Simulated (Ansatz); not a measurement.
**TlNi2S2: properties at the relaxed cell**

One table from this session's results is given with a row withheld; the runs are named, their logs left out.

Program: Ansatz 0.2.0. Level of theory: DFT PBEsol, scalar-relativistic, plane waves, PAW. These are calculated values, not measurements.

2 further runs of the same task are left out: 2 set aside as unsound or not needed.

## The starting structure

The structure is tetragonal, space group I4/mmm (No. 139). The conventional cell has a = 3.711 Å, b = 3.711 Å, c = 12.583 Å, α = 90.00°, β = 90.00°, γ = 90.00°. Around Tl (site symmetry 4/mmm) lie 8 S at 3.26 Å and 8 Ni at 3.65 Å and 4 Tl at 3.71 Å. Ni (site symmetry -4m2) has 4 S at 2.22 Å in its first shell of neighbours. S (site symmetry 4mm) has 4 Ni at 2.22 Å and 4 Tl at 3.26 Å in its first shell of neighbours.

Coordinates:

```xyz
5
Lattice="-1.8556 1.8556 6.2917 1.8556 -1.8556 6.2917 1.8556 1.8556 -6.2917" Properties=species:S:1:pos:R:3 pbc="T T T"
Tl    0.0000    0.0000    0.0000
Ni    0.0000    1.8556    3.1459
Ni    1.8556    0.0000    3.1459
S     0.0000    0.0000    4.3575
S     0.0000    0.0000    8.2260
```

It is the result of an earlier relaxation at this level (volume 17.33 Å³/atom; gap on the mesh: none (metal)).

Set-up of the first run:

input.yaml

```yaml
crystal:
  lattice:
    - [-1.8555834659, 1.8555834659, 6.2917084858]
    - [1.8555834659, -1.8555834659, 6.2917084858]
    - [1.8555834659, 1.8555834659, -6.2917084858]
  atoms:
    - { symbol: Tl, position: [0.0, 0.0, 0.0] }
    - { symbol: Ni, position: [0.75, 0.25, 0.5] }
    - { symbol: Ni, position: [0.25, 0.75, 0.5] }
    - { symbol: S, position: [0.346286233, 0.346286233, 0.0] }
    - { symbol: S, position: [0.653713767, 0.653713767, 0.0] }
basis:
  ecutwfc: 420
kpoints:
  mp_grid: { grid: [14, 14, 14] }
  band_path:
    path:
      - [[0.0, 0.0, 0.0], [0.0, 0.0, 0.5], [0.25, 0.25, 0.25], [0.0, 0.5, 0.0], [0.0, 0.0, 0.0], [0.5, 0.5, -0.5], [0.27174522, 0.72825478, -0.27174522]]
      - [[-0.27174522, 0.27174522, 0.27174522], [0.0, 0.0, 0.0]]
      - [[0.0, 0.0, 0.5], [-0.04349044, 0.04349044, 0.5]]
      - [[0.5, 0.5, -0.04349044], [0.5, 0.5, -0.5]]
    npoints: 14
hamiltonian:
  xc: pbesol
scf:
  occupations: { method: gaussian, width: 0.1 }
  n_extra_bands: 12
output:
  forces: true
  stress: true
  eigenvalues: true
  populations: true
  dos: { projected: true, de: 0.02, nscf_kmesh: { grid: [21, 21, 21] } }
  bader: true
  write_density: true
  write_potential: true
  elf: true
  volumetric_format: npy
```

Command:

```sh
> ansatz run input.yaml --threads 2 --pin off --max-ram 5120MiB --backend cpu --events-out ev --progress --plain --runs-dir out
```

Among the steps run: Electronic structure at the relaxed geometry; The cell scaled to 0.97 of its volume; Volume × 1.03; Point at V/V0 = 0.94; Point at V/V0 = 1.06.

One table of the session follows, with a row left open; its other results are not shown here.

It belongs to the step «Energy against volume». 

| volume (Å³/atom) | energy above the lowest point (meV/atom) | pressure (GPa) |
| --- | --- | --- |
| 16.291 | 12.4 | 4.13 |
| 16.811 | ? | ? |
| 17.331 | 0.0 | 0.02 |
| 17.851 | 2.6 | -1.46 |
| 18.371 | 9.5 | -2.69 |

**Question.** Estimate the row for volume (Å³/atom) = 16.811.

Worked estimate for «energy above the lowest point (meV/atom)». A straight line through the neighbours (16.291, 12.4) and (17.331, 0.0) gives 12.4 + (0.0 − 12.4) × (16.811 − 16.291) / (17.331 − 16.291) = 6.2; a parabola fitted to 3 rows on both sides gives 3.3.

**Answer.** energy above the lowest point (meV/atom): 2.9; pressure (GPa): 1.89. In «energy above the lowest point (meV/atom)» the line misses by +3.3 and the parabola by +0.4.

To keep in mind: Spin polarisation is off in the runs that give these values; a magnetic solution could lie lower.
